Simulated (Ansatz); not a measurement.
# CH6OSn: the cost of one run

All numbers below are computed with Ansatz 0.2.0 (RKS B3LYP-D4/def2-SVP).

## Step 1: The structure to begin with

Bond lengths: Sn1–C2 2.150 Å, C2–H3 1.110 Å, C2–H4 1.110 Å, C2–H5 1.110 Å, Sn1–H6 1.740 Å, Sn1–O7 1.959 Å, O7–H8 1.010 Å, Sn1–H9 1.739 Å. Angles: Sn1–C2–H3 109.5°, Sn1–C2–H4 109.5°, Sn1–C2–H5 109.5°, H3–C2–H4 109.4°, H3–C2–H5 109.4°, H4–C2–H5 109.4°, C2–Sn1–H6 109.4°, C2–Sn1–O7 109.5°, C2–Sn1–H9 109.5°, H6–Sn1–O7 109.5°, H6–Sn1–H9 109.5°, O7–Sn1–H9 109.5°, Sn1–O7–H8 109.5°.

Structure file:

```xyz
9

Sn    0.0000    0.0000    0.0000
C     0.0000    0.0000    2.1500
H    -0.9996   -0.3092    2.5205
H     0.7676   -0.7111    2.5205
H     0.2320    1.0203    2.5205
H     1.6408    0.0000   -0.5794
O    -0.9232    1.5994   -0.6527
H    -1.8810    1.3686   -0.8751
H    -0.8195   -1.4198   -0.5794
```

## Step 2: Relaxing the start

input.yaml

```yaml
crystal:
  periodic: [false, false, false]
  atoms:
    - { symbol: Sn, position_ang: [0.0, 0.0, 0.0] }
    - { symbol: C, position_ang: [0.0, 0.0, 2.15] }
    - { symbol: H, position_ang: [-0.9996, -0.3092, 2.5205] }
    - { symbol: H, position_ang: [0.7676, -0.7111, 2.5205] }
    - { symbol: H, position_ang: [0.232, 1.0203, 2.5205] }
    - { symbol: H, position_ang: [1.6408, 0.0, -0.5794] }
    - { symbol: O, position_ang: [-0.9232, 1.5994, -0.6527] }
    - { symbol: H, position_ang: [-1.881, 1.3686, -0.8751] }
    - { symbol: H, position_ang: [-0.8195, -1.4198, -0.5794] }
basis:
  gaussian: { orbitals: def2-SVP }
hamiltonian:
  xc: b3lyp
  dispersion: d4
relax:
  f_tol: 0.02
  max_steps: 40
```

On the command line:

```sh
> ansatz run input.yaml --threads 1 --pin off --max-ram 2048MiB --backend cpu --events-out ev --progress --plain --runs-dir out
```

**Question.** How long does this run take on 1 thread of Arm Neoverse V2, shared host, and how much memory does it need?

About 40 s, with a peak of 0.17 GiB.
